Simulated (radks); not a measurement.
# Rb³⁺ in [Ar] 3d10 4s2 4p4: an all-electron calculation

Wanted: eigenvalues, radial structure and energy terms of the rubidium ion Rb3+.

Method: scalar-relativistic Kohn-Sham, BLYP, spin-polarised, spherical densities, finite nucleus; open shells are filled with parallel spins first. Code: radks (a radial shooting solver on a logarithmic mesh, Libxc functionals) version 1.

### 1 The atom as given

- element: rubidium (Z = 37)
- charge: +3
- electrons: 34
- configuration: [Ar] 3d10 4s2 4p4
- nuclear rms radius: 4.2036 fm

The outer shells:

Rb³⁺
```
[Ar] core
3d [↑↓][↑↓][↑↓][↑↓][↑↓]
4s [↑↓]
4p [↑↓][↑ ][↑ ]
```

### 2 The run

Input:

```text
Z 37
configuration [Ar] 3d10 4s2 4p4
relativity scalar-relativistic
functional b88,lyp
spin polarised
nucleus finite rms 4.2036 fm
c 137.035999084
```

Launch:

```sh
$ python run_ks.py task.json out
```

The same process makes all the runs of this session.

**Question.** What will this run give?

The runs gave:

```
                        quantity                     value
                    total energy       -2979.04178 hartree
exchange-correlation share of it                    3.36 %
                            −T/E                    1.0242
          highest occupied level       4p down, -45.407 eV
    most extended occupied level  4p down, <r> = 1.58 bohr
 radius at density 0.001 e/bohr³                 3.22 bohr
    maxima of the radial density                         3
         ionisation energy, NIST       52.2 (semi-emp.) eV
```

**Reading.** 4 principal shells are occupied and 3 maxima appear in the radial density; where shells overlap, one shows as a shoulder or not at all. Relativity lifts −T/E to 1.024. Minus the highest eigenvalue, 45.407 eV, is 87 % of the tabulated ionisation energy (52.2 eV); the potential of a semilocal functional falls off too fast, so its top eigenvalue is too shallow. Open shells are spherical and high-spin; term and fine-structure splittings are not resolved.
